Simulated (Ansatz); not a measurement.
# CH5FOSi, SMILES OC(F)[SiH3]: a ladder of methods at one geometry

Computed with Ansatz's Python interface.

`methods_ch5fosi.py`:
```python
"""CH5FOSi at several levels of theory."""

from pathlib import Path

import ansatz as az
import numpy as np

GEOMETRY = """
O     0.16060    1.37140   -1.05220
C     0.52830    0.20950   -0.43320
F     0.55170   -0.69270   -1.46200
Si   -0.43920   -0.46860    0.93990
H     0.09630    1.17190   -2.02590
H     1.55770    0.38040   -0.08650
H    -1.88420   -0.74780    0.50660
H     0.08990   -1.74170    1.45090
H    -0.57270    0.47130    2.14530
"""


def main() -> None:
    geometry = az.Crystal.molecule()
    for line in GEOMETRY.strip().splitlines():
        symbol, *xyz = line.split()
        geometry = geometry.atom(symbol, [float(v) for v in xyz])

    calc = geometry.calculation().basis(gaussian="def2-SVP")

    print("functional    E (Ha)        dipole (D)   HOMO (eV)  LUMO (eV)")
    for name in ["pbe0", "hse06", "r2scan0", "lc_wpbe", "b3lyp", "lda"]:
        data = calc.functional(name).forces().orbitals().run(threads=1, backend="cpu", runs_dir="runs").report
        lines = Path(data["orbitals_path"]).read_text().splitlines()
        field_of = lambda key: [line.split("=")[1].strip() for line in lines if line.startswith(key)]
        orbitals = [(27.211386 * float(e), s, float(n)) for e, s, n in zip(field_of("Ene="), field_of("Spin="), field_of("Occup="))]
        homo = max(e for e, _, n in orbitals if n > 0.5)
        lumo = min(e for e, _, n in orbitals if n < 0.5)
        dipole = 4.803205 * np.linalg.norm(data["charge_distribution"]["dipole_moment_e_ang"])
        print(f"{name:10s} {data['free_energy_ev'] / 27.211386246:14.6f} {dipole:9.3f} {homo:11.3f} {lumo:10.3f}")


if __name__ == "__main__":
    main()
```

`python methods_ch5fosi.py` gives:
```text
functional    E (Ha)        dipole (D)   HOMO (eV)  LUMO (eV)
pbe0          -505.025374     0.730      -7.649      0.933
hse06         -505.009243     0.730      -7.241      0.549
r2scan0       -505.206126     0.716      -7.923      1.115
lc_wpbe       -505.162451     0.745     -10.435      3.325
b3lyp         -505.392901     0.733      -7.368      0.727
lda           -502.645731     0.763      -6.040     -0.241
```

Caveats:
- Total energies depend on the basis set; only differences at equal settings carry meaning.
- The geometry is a force-field or estimated start, not a minimum of this method, and the basis set is short of its limit. A lower total doesn't mark the better method: functionals have no common bound, and MP2 and coupled cluster aren't variational.
- b3lyp holds the VWN-RPA fit, as in Gaussian; the form of ORCA and Turbomole is b3lyp5.
- Levels such as HOMO and LUMO are orbital energies: with these approximate functionals they aren't the ionisation energy and electron affinity, and their gap isn't the fundamental gap.
- hse06 follows the composition of plane-wave codes, whose totals differ by tens of mHa, up to about 0.1 Ha, from the form usual in Gaussian-basis programs (wpbeh).
- Timing: 19 s on 1 thread of Arm Neoverse V2, on a shared host, peak memory 0.24 GiB.
